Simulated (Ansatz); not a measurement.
**C7H5BrO2: up Jacob's ladder to CCSD(T)**

An exercise on one series of results from a longer session: the logs are not shown, and one member is left open.

Computed with Ansatz 0.2.0, Gaussian basis. Level: functionals in def2-TZVPP, the program's frozen cores in correlated methods.

Plan: LDA (SPW92), PBE-D4, revPBE-D4, BLYP-D4, r2SCAN-D4, B97M-V, PBE0-D4, B3LYP-D4, r2SCANh-D4, r2SCAN0-D4, HSE06-D4, BHLYP-D4, CAM-B3LYP-D4, LC-ωPBE, ωB97X-V, ωB97M-V, B2PLYP, PBE-QIDH; CCSD(T)/def2-SVP; CCSD(T)/def2-TZVPP; MP2/def2-QZVPP; extrapolation to the limit; RPA on PBE.

1 further run of the same task is left out (it didn't finish).

### The relaxed structure

An earlier PBE0-D4 in a triple-zeta def2 set relaxation fixed the geometry.

SMILES `O=C(O)c1cccc(Br)c1`, 15 atoms, charge 0, spin multiplicity 1.

Atoms are counted from 1 here; the program's logs count them from 0.

Bond lengths: O1–C2 1.203 Å, C2–O3 1.344 Å, C2–C4 1.482 Å, O3–H11 0.967 Å, C4–C5 1.391 Å, C4–C10 1.391 Å, C5–C6 1.385 Å, C5–H12 1.082 Å, C6–C7 1.386 Å, C6–H13 1.083 Å, C7–C8 1.387 Å, C7–H14 1.083 Å, C8–Br9 1.886 Å, C8–C10 1.381 Å, C10–H15 1.082 Å. Angles: O1–C2–O3 122.4°, O1–C2–C4 124.6°, O3–C2–C4 112.9°, C2–O3–H11 106.2°, C2–C4–C5 122.2°, C2–C4–C10 117.3°, C5–C4–C10 120.5°, C4–C5–C6 119.6°, C4–C5–H12 119.8°, C6–C5–H12 120.7°, C5–C6–C7 120.5°, C5–C6–H13 120.1°, C7–C6–H13 119.4°, C6–C7–C8 119.3°, C6–C7–H14 120.7°, C8–C7–H14 120.0°, C7–C8–Br9 119.4°, C7–C8–C10 121.1° and more.

The first run:

in.yaml

```yaml
crystal:
  periodic: [false, false, false]
  atoms:
    - {symbol: O, position_ang: [2.256600, -1.729982, 0.828373]}
    - {symbol: C, position_ang: [1.650028, -1.308806, -0.120916]}
    - {symbol: O, position_ang: [1.969314, -1.637280, -1.383913]}
    - {symbol: C, position_ang: [0.490405, -0.389165, -0.038961]}
    - {symbol: C, position_ang: [-0.174852, 0.067503, -1.171449]}
    - {symbol: C, position_ang: [-1.252299, 0.926003, -1.031182]}
    - {symbol: C, position_ang: [-1.669748, 1.331038, 0.227292]}
    - {symbol: C, position_ang: [-0.995802, 0.866613, 1.347302]}
    - {symbol: Br, position_ang: [-1.561274, 1.415785, 3.060830]}
    - {symbol: C, position_ang: [0.080890, 0.010153, 1.228904]}
    - {symbol: H, position_ang: [2.728725, -2.232869, -1.324359]}
    - {symbol: H, position_ang: [0.153534, -0.250475, -2.151814]}
    - {symbol: H, position_ang: [-1.776567, 1.286874, -1.908031]}
    - {symbol: H, position_ang: [-2.511713, 2.001920, 0.341270]}
    - {symbol: H, position_ang: [0.612759, -0.357314, 2.096667]}
basis:
  gaussian: {orbitals: def2-TZVPP}
hamiltonian: {xc: lda}
output: {orbitals: {seedname: orbitals}}
```

On the command line:

```sh
ansatz run in.yaml --threads 5 --pin off --events-out ev --progress --plain --max-ram 66560MiB --backend cuda --devices 0, --max-vram 37GiB
```

Steps of the session up to this table: LDA; PBE-D4 (GGA); revPBE-D4 (GGA); BLYP-D4 (GGA); r2SCAN-D4 (meta-GGA); B97M-V (meta-GGA); B3LYP-D4 (hybrid); r2SCANh-D4 (hybrid); r2SCAN0-D4 (hybrid); HSE06-D4 (hybrid); BHLYP-D4 (hybrid); CAM-B3LYP-D4 (range-separated); LC-ωPBE (range-separated); ωB97X-V (range-separated); ωB97M-V (range-separated); B2PLYP (double hybrid); PBE-QIDH (double hybrid).

One of the session's tables, all rows but one given; the rest of the session is left out.

It belongs to the step «Frontier levels by functional». 

```
  functional  HOMO (eV)  LUMO (eV)  gap (eV)
 LDA (SPW92)      -6.52      -2.89      3.63
      PBE-D4      -6.32      -2.62      3.70
   revPBE-D4      -6.25      -2.52      3.73
     BLYP-D4      -6.13      -2.46      3.67
   r2SCAN-D4      -6.54      -2.52      4.02
      B97M-V      -6.54      -2.41      4.13
     PBE0-D4      -7.37      -1.78      5.58
    B3LYP-D4      -7.14      -1.96      5.18
  r2SCANh-D4          ?          ?         ?
  r2SCAN0-D4      -7.52      -1.74      5.78
    HSE06-D4      -6.98      -2.16      4.82
    BHLYP-D4      -8.22      -0.78      7.44
CAM-B3LYP-D4      -8.56      -0.71      7.85
     LC-ωPBE      -9.85       0.30     10.15
     ωB97X-V      -9.50       0.30      9.80
     ωB97M-V      -9.41       0.26      9.67
```

Estimate the missing values for r2SCANh-D4.

Worked estimate for «HOMO (eV)». Against the share of exact exchange, r2SCAN-D4 (0, -6.54), r2SCAN0-D4 (0.25, -7.52) give a slope of -3.92 per unit share; at 0.1 the line stands at -6.93.

**Answer.** HOMO (eV): -6.93; LUMO (eV): -2.21; gap (eV): 4.72. In «HOMO (eV)» the line misses by 0.00.
